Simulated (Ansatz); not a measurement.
# Li3Ge2: the cost of one run

Program: Ansatz 0.2.0. Level of theory: DFT PBE, scalar-relativistic, plane waves, PAW. These are calculated values, not measurements.

1 further run of the same task is left out (it didn't finish).

## Step 1: The starting structure

The structure is hexagonal, space group P6mm (No. 183). Conventional cell: a = 4.286 Å, b = 4.286 Å, c = 4.799 Å, α = 90.00°, β = 90.00°, γ = 120.00°. Around Li (site symmetry 2mm) lie 4 Li at 2.14 Å and 2 Ge at 2.19 Å. Ge (site symmetry 6mm) has 2 Ge at 2.23 to 2.56 Å as nearest neighbours. Ge (site symmetry 6mm) is surrounded by 6 Li at 2.19 Å and 1 Ge at 2.23 Å.

Structure file:

```xyz
5
Lattice="4.2858 0.0000 0.0000 -2.1429 3.7116 0.0000 0.0000 0.0000 4.7985" Properties=species:S:1:pos:R:3 pbc="T T T"
Li    2.1429    0.0000    2.0629
Li   -1.0714    1.8558    2.0629
Li    1.0714    1.8558    2.0629
Ge    0.0000    0.0000    3.8525
Ge    0.0000    0.0000    1.6182
```

Recipe of the guess: random cell by space group and Wyckoff sites (P6mm, No. 183). Its size is a rough estimate.

## Step 2: A first look at the guess

input.yaml

```yaml
crystal:
  lattice:
    - [4.28576227, 0.0, 0.0]
    - [-2.14288114, 3.711579, 0.0]
    - [0.0, 0.0, 4.79851544]
  atoms:
    - { symbol: Li, position: [0.5, 0.0, 0.42989442] }
    - { symbol: Li, position: [0.0, 0.5, 0.42989442] }
    - { symbol: Li, position: [0.5, 0.5, 0.42989442] }
    - { symbol: Ge, position: [0.0, 0.0, 0.8028607] }
    - { symbol: Ge, position: [0.0, 0.0, 0.33722689] }
basis:
  ecutwfc: 420
kpoints:
  mp_grid: { grid: [6, 6, 4] }
hamiltonian:
  xc: pbe
scf:
  occupations: { method: gaussian, width: 0.1 }
  lower_state_search: "off"
output:
  forces: true
  stress: true
  eigenvalues: true
```

On the command line:

```sh
$ ansatz run input.yaml --threads 1 --pin off --max-ram 2048MiB --backend cpu --events-out ev --progress --plain --runs-dir out
```

Q: Estimate wall time and peak memory on 1 thread of Arm Neoverse V1, shared host.

About 3.9 s, with a peak of 0.3 GiB.
